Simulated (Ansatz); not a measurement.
# LaTiO3: the cost of one run

Computed with Ansatz 0.2.0 (reference: DFT r2SCAN, plane waves, PAW, scalar-relativistic, collinear spin, unless a step's input says otherwise).

### Step 1. The starting structure

It takes space group Pm-3m (No. 221, cubic). The conventional cell has a = 4.098 Å, b = 4.098 Å, c = 4.098 Å, α = 90.00°, β = 90.00°, γ = 90.00°. Ti (site symmetry m-3m) has 6 O at 2.05 Å as nearest neighbours. O (site symmetry 4/mmm) has 2 Ti at 2.05 Å and 4 La at 2.90 Å as nearest neighbours. La (site symmetry m-3m) has 12 O at 2.90 Å as nearest neighbours.

Structure file:

```
Ti O La
1.0
     4.09838    0.00000    0.00000
     0.00000    4.09838    0.00000
     0.00000    0.00000    4.09838
Ti O La
1 3 1
Direct
  0.00000 0.00000 0.00000
  0.50000 0.00000 0.00000
  0.00000 0.50000 0.00000
  0.00000 0.00000 0.50000
  0.50000 0.50000 0.50000
```

### Step 2. Reference

Contents of input.yaml:

```yaml
crystal:
  lattice:
    - [4.0983784, 0.0, 0.0]
    - [0.0, 4.0983784, 0.0]
    - [0.0, 0.0, 4.0983784]
  atoms:
    - { symbol: Ti, position: [0.0, 0.0, 0.0], spin: 0.6 }
    - { symbol: O, position: [0.5, 0.0, 0.0] }
    - { symbol: O, position: [0.0, 0.5, 0.0] }
    - { symbol: O, position: [0.0, 0.0, 0.5] }
    - { symbol: La, position: [0.5, 0.5, 0.5] }
kpoints:
  mp_grid: { grid: [5, 5, 5], shift: [0, 0, 0] }
magnetization:
  spin_polarized: true
scf:
  occupations: { method: fermi_dirac, width: 0.0195 }
hamiltonian:
  pseudopotentials: { kind: paw }
  xc: r2scan
basis:
  ecutwfc: 500
output:
  forces: true
  stress: true
  eigenvalues: true
```

Launch:

```bash
> ansatz run input.yaml --threads 1 --pin off --max-ram 2560MiB --backend cpu --events-out ev --progress --plain --runs-dir out
```

What time and memory should one allow on 1 thread of Intel Xeon 6975P-C (Granite Rapids), shared host?

About 15 s, with a peak of 0.58 GiB.
